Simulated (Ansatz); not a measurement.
**HfIr3: equal strain of all cell vectors**

Aim: apply equal strain of all cell vectors to HfIr3 from -3 to +3 %, where the shape is held and the atoms relax, and follow energy, stress and any gap.

Computed with Ansatz 0.2.0 (DFT r2SCAN, scalar-relativistic, plane waves, PAW, unless a step's input says otherwise).

2 further runs of the same task are left out: 2 set aside as unsound or not needed.

### 1 Starting point

The structure is cubic, space group Pm-3m (No. 221). The conventional cell has a = 3.942 Å, b = 3.942 Å, c = 3.942 Å, α = 90.00°, β = 90.00°, γ = 90.00°. Hf (site symmetry m-3m) has 12 Ir at 2.79 Å in its first shell of neighbours. Ir (site symmetry 4/mmm) has 4 Hf at 2.79 Å and 8 Ir at 2.79 Å in its first shell of neighbours.

As a file:

```cif
data_structure
_symmetry_space_group_name_H-M 'Pm-3m'
_symmetry_Int_Tables_number 221
_cell_length_a 3.9422
_cell_length_b 3.9422
_cell_length_c 3.9422
_cell_angle_alpha 90.000
_cell_angle_beta 90.000
_cell_angle_gamma 90.000
_cell_volume 61.26
loop_
_atom_site_label
_atom_site_type_symbol
_atom_site_symmetry_multiplicity
_atom_site_Wyckoff_symbol
_atom_site_fract_x
_atom_site_fract_y
_atom_site_fract_z
_atom_site_occupancy
Hf1 Hf 1 a 0.00000 0.00000 0.00000 1
Ir1 Ir 3 c 0.00000 0.50000 0.50000 1
```

It is the result of an earlier relaxation at this level (volume 15.32 Å³/atom; gap on the mesh: none (metal)).

### 2 Zero strain

File input.yaml:

```yaml
crystal:
  lattice:
    - [3.9421584362, 0.0, 0.0]
    - [0.0, 3.9421584362, 0.0]
    - [0.0, 0.0, 3.9421584362]
  atoms:
    - { symbol: Hf, position: [0.0, 0.0, 0.0] }
    - { symbol: Ir, position: [0.0, 0.5, 0.5] }
    - { symbol: Ir, position: [0.5, 0.0, 0.5] }
    - { symbol: Ir, position: [0.5, 0.5, 0.0] }
basis:
  ecutwfc: 500
kpoints:
  mp_grid: { grid: [14, 14, 14] }
hamiltonian:
  xc: r2scan
scf:
  occupations: { method: gaussian, width: 0.1 }
output:
  forces: true
  stress: true
  eigenvalues: true
```

Started as:

```bash
$ ansatz run input.yaml --threads 1 --pin off --max-ram 2560MiB --backend cpu --events-out ev --progress --plain --runs-dir out
```

The session goes on with these runs: strain -1.0 %; At +1.0 %; the cell strained by -2.0 %; the cell strained by +2.0 %; the cell strained by -3.0 %; strain +3.0 %.

Before running it: what results should come out? Wanted: (1/V) d²E/dε² at zero strain, cubic fit.

The runs gave:

| quantity | value |
| --- | --- |
| largest energy cost | 129.4 meV/atom at -3.0 % |
| (1/V) d²E/dε² at zero strain, cubic fit | 2716 GPa |

From the curvature follows nine times the bulk modulus at fixed shape: 2716 GPa. Compression by 3 % costs 129.4 meV/atom and stretching 104.2. The runs treat Hf, Ir without spin-orbit coupling.
